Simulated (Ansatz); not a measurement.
**CH4BBr: small, medium and large basis sets**

Aim: see how fast density functionals converge with the basis set for CH4BBr.

The runs use Ansatz 0.2.0, Gaussian basis; one geometry, several basis sets.

Levels to be run: PBE0-D4/def2-SVP; ωB97M-V/def2-SVP; PBE0-D4/def2-QZVPP; ωB97M-V/def2-QZVPP; the functionals' def2-TZVPP values are taken from earlier runs.

## (1) The geometry

All runs share one geometry, relaxed beforehand with PBE0-D4 in a triple-zeta def2 set.

SMILES `BCBr`, 7 atoms, charge 0, spin multiplicity 1.

Atoms are counted from 1 here; the program's logs count them from 0.

Bond lengths: B1–C2 1.554 Å, B1–H4 1.193 Å, B1–H5 1.193 Å, C2–Br3 1.988 Å, C2–H6 1.086 Å, C2–H7 1.086 Å. Angles: C2–B1–H4 119.2°, C2–B1–H5 119.2°, H4–B1–H5 121.5°, B1–C2–Br3 80.8°, B1–C2–H6 120.9°, B1–C2–H7 120.9°, Br3–C2–H6 106.3°, Br3–C2–H7 106.3°, H6–C2–H7 113.1°.

## (2) PBE0-D4 in def2-SVP

Contents of in.yaml:

```yaml
crystal:
  periodic: [false, false, false]
  atoms:
    - {symbol: B, position_ang: [-0.184023, -0.828543, -0.190752]}
    - {symbol: C, position_ang: [0.467742, 0.492169, 0.306263]}
    - {symbol: Br, position_ang: [-1.146742, 1.245585, -0.575055]}
    - {symbol: H, position_ang: [0.120779, -1.262164, -1.259975]}
    - {symbol: H, position_ang: [-0.929548, -1.417841, 0.531112]}
    - {symbol: H, position_ang: [1.323372, 0.919044, -0.207627]}
    - {symbol: H, position_ang: [0.409719, 0.783648, 1.350334]}
basis:
  gaussian: {orbitals: def2-SVP}
hamiltonian: {xc: pbe0, dispersion: d4}
output: {orbitals: {seedname: orbitals}}
```

Started as:

```console
$ ansatz run in.yaml --threads 2 --pin off --events-out ev --progress --plain --max-ram 4352MiB
```

Further steps of the session: ωB97M-V in def2-SVP; PBE0-D4 in def2-QZVPP; ωB97M-V in def2-QZVPP.

Q: Predict the results of all the runs planned. Wanted: PBE0-D4: double and triple zeta above quadruple; ωB97M-V: double and triple zeta above quadruple.

The runs gave:

| quantity | value |
| --- | --- |
| PBE0-D4: double and triple zeta above quadruple | 12.05, 1.54 eV |
| ωB97M-V: double and triple zeta above quadruple | 12.11, 1.49 eV |

**Reading.** For PBE0-D4 the step from double to triple zeta gains 10.51 eV and the next only 1.54 eV. These are total energies; as a rule much of such shifts cancels in differences, which this series doesn't test. The LUMO of ωB97M-V is positive and keeps falling with the basis (1.33 to 0.71 eV): an unbound level that the basis holds in place.
